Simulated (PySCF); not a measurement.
**CI₂: relaxation and vibrations of the singlet**

Where does singlet CI₂ go from a PBE0 minimum start, is the end point a minimum, and what are its modes, charges and moments?

The runs use PySCF 2.14.0; PBE0, basis C def2-SVP, I def2-SVP with ECP28, scalar-relativistic core potentials, no spin–orbit coupling, density fitting.

### 1 Where the work starts

3 atoms, charge 0, spin multiplicity 1.

Bond lengths: C1–I2 2.103 Å, C1–I3 2.103 Å. Angles: I2–C1–I3 112.6°.

```xyz
3
charge 0 multiplicity 1
C     0.0000    0.0000   -1.1138
I     1.7504    0.0000    0.0527
I    -1.7504    0.0000    0.0527
```

### 2 Finding the electronic state

The steps below are one call of a driver around PySCF. For each, scf.py gives the equivalent set-up of the SCF; relaxations use the driver's own optimiser. After this first run the driver tries any further starts and a stability analysis.

File scf.py:

```python
from pyscf import gto, scf, dft
mol = gto.M(atom='''
C      0.000000    -0.000000    -1.113807
I      1.750380    -0.000000     0.052660
I     -1.750380     0.000000     0.052660''',
    basis={'C': 'def2-SVP', 'I': 'def2-SVP'},
    ecp={'I': 'def2-SVP'},
    charge=0, spin=0)
mf = dft.RKS(mol, xc='PBE0')
mf.grids.atom_grid = (50, 194)
aux = {'C': 'def2-universal-JKFIT', 'I': 'def2-universal-JKFIT'}
mf = mf.density_fit(auxbasis=aux)
mf.conv_tol = 1e-08
mf.diis_space = 10
mf.max_cycle = 60
mf.init_guess = 'huckel'
mf.verbose = 4
mf.kernel()
```

Started as:

```console
OMP_NUM_THREADS=2 python axn.py task.json out
```

The runs that follow: PBE0 minimum start, singlet: relaxation; Vibrations and properties at this point; A spin-polarised start; Hessian and properties.

What does the calculation give? Wanted: minimum; geometry; wavenumbers; dipole moment; highest occupied, lowest empty level; polar-tensor charge of C1; zero-point energy; atomisation energy; ⟨S²⟩.

**Answer**, as computed:

```
                                          quantity                           value
                                           minimum   broken-symmetry (Ms = 0), C2v
                                          geometry  C–I 2.089 Å (×2); I–C–I 115.5°
                                wavenumbers (cm⁻¹)                   128, 465, 634
                                     dipole moment                          1.49 D
highest occupied, lowest empty level (either spin)                 -6.86, -3.37 eV
                         polar-tensor charge of C1                         +0.52 e
                                 zero-point energy                      7.3 kJ/mol
                               entropy at 298.15 K                 305.1 J/(mol K)
         atomisation energy (no zero-point energy)                      514 kJ/mol
                                              ⟨S²⟩                           0.366
```

What this shows: The PBE0 minimum start keeps its C2v symmetry and ends in a minimum. The determinant is spin-contaminated (⟨S²⟩ = 0.37 against 0.00), so it is no pure spin state. The strongest infrared band lies at 634 cm⁻¹. Only this shape and spin were tried, so other structures or states may lie lower. The SCF density has lower symmetry than the nuclear frame. Spin–orbit coupling is left out.
